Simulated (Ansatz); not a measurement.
# Zn (reference phase): the cost of one run

Method: DFT r²SCAN, with the methods named in each step, in Ansatz 0.2.0.

**1. The structure to begin with**

Symmetry: P6_3/mmc, No. 194, hexagonal system. Conventional cell: a = 2.665 Å, b = 2.665 Å, c = 4.947 Å, α = 90.00°, β = 90.00°, γ = 120.00°. Zn (site symmetry -6m2) has 12 Zn at 2.66 to 2.91 Å as nearest neighbours.

As a file:

```cif
data_structure
_symmetry_space_group_name_H-M 'P 1'
_symmetry_Int_Tables_number 1
_cell_length_a 2.6648
_cell_length_b 2.6648
_cell_length_c 4.9467
_cell_angle_alpha 90.000
_cell_angle_beta 90.000
_cell_angle_gamma 120.000
_cell_volume 30.42
loop_
_atom_site_label
_atom_site_type_symbol
_atom_site_fract_x
_atom_site_fract_y
_atom_site_fract_z
_atom_site_occupancy
Zn1 Zn 0.33333 0.66667 0.25000 1
Zn2 Zn 0.66667 0.33333 0.75000 1
```

Atoms are numbered in the order of the input: Zn1, Zn2.

**2. Relaxed, PAW**

input.yaml reads:

```yaml
crystal:
  lattice:
    - [2.6648, 0.0, 0.0]
    - [-1.3324, 2.307784496, 0.0]
    - [0.0, 0.0, 4.9467]
  atoms:
    - { symbol: Zn, position: [0.3333333333, 0.6666666667, 0.25] }
    - { symbol: Zn, position: [0.6666666667, 0.3333333333, 0.75] }
kpoints:
  mp_grid: { grid: [22, 22, 10] }
scf:
  occupations: { method: fermi_dirac, width: 0.05 }
hamiltonian:
  xc: r2scan
  pseudopotentials: { kind: paw }
output:
  forces: true
  stress: true
relax:
  f_tol: 0.003
  max_steps: 80
  cell: {}
```

Command:

```
$ ansatz run input.yaml --threads 1 --pin off --max-ram 3072MiB --backend cpu --events-out ev --progress --plain --runs-dir out
```

**Question.** How long does this run take on 1 thread of Arm Neoverse V1, shared host, and how much memory does it need?

About 2 min, with a peak of 0.5 GiB.
